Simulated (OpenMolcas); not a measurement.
**Sm²⁺ among point charges: CASSCF levels and susceptibility**

Aim: the splitting of the states of Sm²⁺ in the field of 6 point charges, its lowest levels with spin-orbit coupling and its magnetic susceptibility.

Method: state-averaged CASSCF, spin-orbit coupling by RASSI with atomic mean-field integrals. Code: OpenMolcas 26.06.

### 1 The atom as given

| Property | Result |
| --- | --- |
| Species | Sm²⁺ (samarium, Z = 62, 60 electrons) |
| Basis | ANO-RCC-VTZP [8s7p5d3f2g1h], 104 functions |
| Scalar Hamiltonian | DKH2, point nucleus |
| Inactive shells | 1s 2s 2p 3s 3p 3d 4s 4p 4d 5s 5p |
| Active space | 6 electrons in 7 orbitals (4f) |
| Some configurations of this space | 4f⁶ |
| Orbitals | optimised for the highest spin of each parity, averaged over all roots |

Outer shells as boxes (Hund's rule):

4f6
```
4f [↑ ][↑ ][↑ ][↑ ][↑ ][↑ ][  ]
```

The ion sits among 6 point charges of -1.5 e arranged as an octahedron (Oh), 2.77 Å from the ion.

The work runs as a chain of OpenMolcas steps in one folder; each step below is one input file. Labels, J, g values, rates, χT and fits are worked out afterwards by a script from the matrices that RASSI stores. The input lists half of the charges; inversion (Group=XYZ) makes the rest.

### 2 Basis and integrals

Contents of a.inp:

```
&GATEWAY
Coord
1

Sm 0.0 0.0 0.0
Basis=ANO-RCC-VTZP
Group=XYZ
NoMove
AngMom=0.0 0.0 0.0
AMFI
XField
3 Angstrom 0
2.770000 0.000000 0.000000 -1.500000
0.000000 2.770000 0.000000 -1.500000
0.000000 0.000000 2.770000 -1.500000
&SEWARD
```

On the command line:

```
OMP_NUM_THREADS=1 MOLCAS_MEM=2252 MOLCAS_PROJECT=a pymolcas a.inp > a.log
```

### 3 CASSCF: septets of even parity, 7 roots

Contents of a.inp:

```
&RASSCF
FileOrb=start.orb
Symmetry=1
Spin=7
nActEl=6 0 0
Inactive=15 12
Ras2=0 7
CIRoot=7 7 1
SDav=7
CIMx=300
Iter=120 100
PrWF=0.3
OrbListing=Nothing
MaxOrb=0
>>> COPY $Project.JobIph JOB001
```

start.orb holds the contracted functions of the basis, ordered by shell, or the orbitals of the step before.

### 4 Reference wave functions, quintets of even parity, 140 roots

Contents of a.inp:

```
&RASSCF
FileOrb=start.orb
Symmetry=1
Spin=5
nActEl=6 0 0
Inactive=15 12
Ras2=0 7
CIRoot=140 140 1
SDav=140
CIMx=300
Iter=120 100
PrWF=0.3
OrbListing=Nothing
MaxOrb=0
CIOnly
>>> COPY $Project.JobIph JOB002
```

### 5 Reference wave functions, triplets of even parity, 162 roots

Contents of a.inp:

```
&RASSCF
FileOrb=start.orb
Symmetry=1
Spin=3
nActEl=6 0 0
Inactive=15 12
Ras2=0 7
CIRoot=162 162 1
SDav=588
CIMx=300
Iter=120 100
PrWF=0.3
OrbListing=Nothing
MaxOrb=0
CIOnly
>>> COPY $Project.JobIph JOB003
```

### 6 Reference wave functions, singlets of even parity, 162 roots

Contents of a.inp:

```
&RASSCF
FileOrb=start.orb
Symmetry=1
Spin=1
nActEl=6 0 0
Inactive=15 12
Ras2=0 7
CIRoot=162 162 1
SDav=490
CIMx=300
Iter=120 100
PrWF=0.3
OrbListing=Nothing
MaxOrb=0
CIOnly
>>> COPY $Project.JobIph JOB004
```

### 7 State interaction with spin-orbit coupling

Contents of a.inp:

```
&RASSI
NrOfJobIphs=3 7 86 75
1 2 3 4 5 6 7
1 2 3 4 5 6 7 8 9 10 11 12 13 14 15 16 17 18 19 20 21 22 23 24 25 26 27
28 29 30 31 32 33 34 35 36 37 38 39 40 41 42 43 44 45 46 47 48 49 50 51
52 53 54 55 56 57 58 59 60 61 62 63 64 65 66 67 68 69 70 71 72 73 74 75
76 77 78 79 80 81 82 83 84 85 86
1 2 3 4 5 6 7 8 9 10 11 12 13 14 15 16 17 18 19 20 21 22 23 24 25 26 27
28 29 30 31 32 33 34 35 36 37 38 39 40 41 42 43 44 45 46 47 48 49 50 51
52 53 54 55 56 57 58 59 60 61 62 63 64 65 66 67 68 69 70 71 72 73 74 75
IphNames
JOB001
JOB002
JOB003
EJob
SpinOrbit
DIPRint=1.0
SOCoupling=1000.0
Subsets=2
Property=9
'ANGMOM' 1 'ANGMOM' 2 'ANGMOM' 3 'MLTPL  1' 1 'MLTPL  1' 2 'MLTPL  1' 3
'AMFI' 1 'AMFI' 2 'AMFI' 3
SOProperty=3
'ANGMOM' 1 'ANGMOM' 2 'ANGMOM' 3
```

Q: Predict the outcome of this session. Wanted: spin-free ground state; first state of the same spin within the active space; lowest level; next level.

**Answer**, as computed:

| quantity | value |
| --- | --- |
| method | CASSCF |
| spin-free ground state | 7T1, 3-fold in its orbital part |
| first state of the same spin within the active space | 7T2 at 222 cm⁻¹ |
| lowest level | 1-fold A1 |
| next level | 278.4 cm⁻¹ |
| χT at 300 K | 1.52 cm³ K/mol |
| effective moment at 300 K | 3.49 μB |

What this shows: The spin-free ground state (7T1) comes to 100 % from free-ion F terms and keeps the highest spin of the shell. The quintets, triplets, singlets rest on orbitals optimised for another spin in at least one step, which raises them against the optimised states. Not all states of the active space went into the spin-orbit step. High states of lower spin are left out of the spin-orbit mixing, and CASSCF puts spin-flip levels too high. This is an electrostatic model: the charges have no orbitals.
